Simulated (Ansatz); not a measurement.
# Cs2TlBiI6: the cost of one run

Program: Ansatz 0.2.0. Level of theory: DFT PBEsol, scalar-relativistic, plane waves, PAW. These are calculated values, not measurements.

## (1) The structure to begin with

It takes space group Fm-3m (No. 225, cubic). The conventional cell has a = 12.852 Å, b = 12.852 Å, c = 12.852 Å, α = 90.00°, β = 90.00°, γ = 90.00°. Around Tl (site symmetry m-3m) lie 6 I at 3.33 Å. Around Bi (site symmetry m-3m) lie 6 I at 3.09 Å. I (site symmetry 4mm) is surrounded by 1 Bi at 3.09 Å and 1 Tl at 3.33 Å.

As a file:

```
Cs Tl Bi I
1.0
     0.00000    6.42590    6.42590
     6.42590    0.00000    6.42590
     6.42590    6.42590    0.00000
Cs Tl Bi I
2 1 1 6
Direct
  0.75000 0.75000 0.75000
  0.25000 0.25000 0.25000
  0.50000 0.50000 0.50000
  0.00000 0.00000 0.00000
  0.75943 0.24057 0.24057
  0.24057 0.24057 0.75943
  0.24057 0.75943 0.75943
  0.24057 0.75943 0.24057
  0.75943 0.24057 0.75943
  0.75943 0.75943 0.24057
```

The structure comes from the Materials Project (structure only).

## (2) Self-consistent density

File input.yaml:

```yaml
crystal:
  lattice:
    - [0.0, 6.4259, 6.4259]
    - [6.4259, 0.0, 6.4259]
    - [6.4259, 6.4259, 0.0]
  atoms:
    - { symbol: Cs, position: [0.75, 0.75, 0.75] }
    - { symbol: Cs, position: [0.25, 0.25, 0.25] }
    - { symbol: Tl, position: [0.5, 0.5, 0.5] }
    - { symbol: Bi, position: [0.0, 0.0, 0.0] }
    - { symbol: I, position: [0.759432, 0.240568, 0.240568] }
    - { symbol: I, position: [0.240568, 0.240568, 0.759432] }
    - { symbol: I, position: [0.240568, 0.759432, 0.759432] }
    - { symbol: I, position: [0.240568, 0.759432, 0.240568] }
    - { symbol: I, position: [0.759432, 0.240568, 0.759432] }
    - { symbol: I, position: [0.759432, 0.759432, 0.240568] }
basis:
  ecutwfc: 500
  fft_grid_basis: typed
kpoints:
  mp_grid: { grid: [4, 4, 4] }
hamiltonian:
  xc: pbesol
  pseudopotentials: { kind: paw }
scf:
  occupations: { method: gaussian, width: 0.05 }
output:
  forces: true
  stress: true
  eigenvalues: true
  bader: true
  write_density: true
  volumetric_format: npy
  elf: true
```

Command:

```bash
ansatz run input.yaml --threads 2 --pin off --max-ram 4096MiB --backend cpu --events-out ev --progress --plain --runs-dir out
```

Q: Estimate wall time and peak memory on 2 threads of Arm Neoverse N1, shared host.

About 77 s, with a peak of 1.3 GiB.
